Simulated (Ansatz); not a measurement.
**C₄H₁₀O₂Si: small, medium and large basis sets**

An exercise on one series of results from a longer session: the logs are not shown, and one member is left open.

Method: one geometry, several basis sets; program: Ansatz 0.2.0, Gaussian basis.

Plan: PBE0-D4/def2-SVP; ωB97M-V/def2-SVP; PBE0-D4/def2-QZVPP; ωB97M-V/def2-QZVPP; the functionals' def2-TZVPP values are taken from earlier runs.

## Structure used throughout

All runs share one geometry, relaxed beforehand with PBE0-D4 in a triple-zeta def2 set.

SMILES `CC(C)(C)O[Si]O`, 17 atoms, charge 0, spin multiplicity 1.

Atoms are counted from 1 here; the program's logs count them from 0.

Bond lengths: C1–C2 1.522 Å, C1–H8 1.092 Å, C1–H9 1.093 Å, C1–H10 1.093 Å, C2–C3 1.520 Å, C2–C4 1.521 Å, C2–O5 1.429 Å, C3–H11 1.092 Å, C3–H12 1.092 Å, C3–H13 1.092 Å, C4–H14 1.092 Å, C4–H15 1.092 Å, C4–H16 1.092 Å, O5–Si6 1.653 Å, Si6–O7 1.648 Å, O7–H17 0.964 Å. Angles: C2–C1–H8 109.9°, C2–C1–H9 111.2°, C2–C1–H10 111.2°, H8–C1–H9 108.2°, H8–C1–H10 108.2°, H9–C1–H10 108.1°, C1–C2–C3 110.4°, C1–C2–C4 110.4°, C1–C2–O5 111.6°, C3–C2–C4 110.7°, C3–C2–O5 106.8°, C4–C2–O5 106.8°, C2–C3–H11 110.2°, C2–C3–H12 110.7°, C2–C3–H13 110.4°, H11–C3–H12 108.6°, H11–C3–H13 108.4°, H12–C3–H13 108.4° and more.

Geometry (Å):

```mol
C4H10O2Si
  3D, bonds by distance, orders not assigned

 17 16  0  0  0  0  0  0  0  0999 V2000
    1.2330    0.9758    0.3826 C   0  0
    0.1812   -0.1079    0.1954 C   0  0
    0.8192   -1.3806   -0.3386 C   0  0
   -0.5412   -0.3790    1.5056 C   0  0
   -0.8147    0.2835   -0.7516 O   0  0
   -1.0105    1.6610   -1.6447 Si  0  0
   -2.3933    1.2537   -2.4428 O   0  0
    1.9786    0.6484    1.1105 H   0  0
    1.7469    1.1939   -0.5568 H   0  0
    0.7843    1.9028    0.7482 H   0  0
    0.0569   -2.1448   -0.5013 H   0  0
    1.5569   -1.7689    0.3672 H   0  0
    1.3201   -1.1855   -1.2894 H   0  0
   -1.3157   -1.1343    1.3597 H   0  0
    0.1570   -0.7380    2.2650 H   0  0
   -1.0146    0.5332    1.8752 H   0  0
   -2.7632    0.3862   -2.2442 H   0  0
  1  2  8  0
  2  3  8  0
  2  4  8  0
  2  5  8  0
  5  6  8  0
  6  7  8  0
  1  8  8  0
  1  9  8  0
  1 10  8  0
  3 11  8  0
  3 12  8  0
  3 13  8  0
  4 14  8  0
  4 15  8  0
  4 16  8  0
  7 17  8  0
M  END
```

The first run:

Contents of in.yaml:

```yaml
crystal:
  periodic: [false, false, false]
  atoms:
    - {symbol: C, position_ang: [1.232995, 0.975811, 0.382623]}
    - {symbol: C, position_ang: [0.181190, -0.107908, 0.195404]}
    - {symbol: C, position_ang: [0.819236, -1.380561, -0.338600]}
    - {symbol: C, position_ang: [-0.541180, -0.378983, 1.505603]}
    - {symbol: O, position_ang: [-0.814696, 0.283481, -0.751602]}
    - {symbol: Si, position_ang: [-1.010457, 1.661003, -1.644669]}
    - {symbol: O, position_ang: [-2.393277, 1.253673, -2.442760]}
    - {symbol: H, position_ang: [1.978648, 0.648414, 1.110466]}
    - {symbol: H, position_ang: [1.746919, 1.193935, -0.556796]}
    - {symbol: H, position_ang: [0.784320, 1.902760, 0.748224]}
    - {symbol: H, position_ang: [0.056917, -2.144753, -0.501254]}
    - {symbol: H, position_ang: [1.556886, -1.768907, 0.367237]}
    - {symbol: H, position_ang: [1.320079, -1.185458, -1.289359]}
    - {symbol: H, position_ang: [-1.315672, -1.134275, 1.359731]}
    - {symbol: H, position_ang: [0.157036, -0.738036, 2.265021]}
    - {symbol: H, position_ang: [-1.014638, 0.533198, 1.875217]}
    - {symbol: H, position_ang: [-2.763203, 0.386202, -2.244187]}
basis:
  gaussian: {orbitals: def2-SVP}
hamiltonian: {xc: pbe0, dispersion: d4}
output: {orbitals: {seedname: orbitals}}
```

Run with:

```console
ansatz run in.yaml --threads 2 --pin off --events-out ev --progress --plain --max-ram 32768MiB --backend cpu
```

Among the steps run: PBE0-D4 in def2-SVP; ωB97M-V in def2-SVP; PBE0-D4 in def2-QZVPP; ωB97M-V in def2-QZVPP.

One of the session's tables, all rows but one given; the rest of the session is left out.

It belongs to the step «Density functionals: the series». 

```
functional       basis  HOMO (eV)
   PBE0-D4    def2-SVP      -6.64
   PBE0-D4  def2-TZVPP      -6.75
   PBE0-D4  def2-QZVPP          ?
   ωB97M-V    def2-SVP      -8.79
   ωB97M-V  def2-TZVPP      -8.93
   ωB97M-V  def2-QZVPP      -8.97
```

**Question.** Estimate the row for PBE0-D4, def2-QZVPP.

**Answer.** HOMO (eV): -6.79. In the column «HOMO (eV)» it lies between ωB97M-V, def2-SVP (-8.79) and PBE0-D4, def2-TZVPP (-6.75).
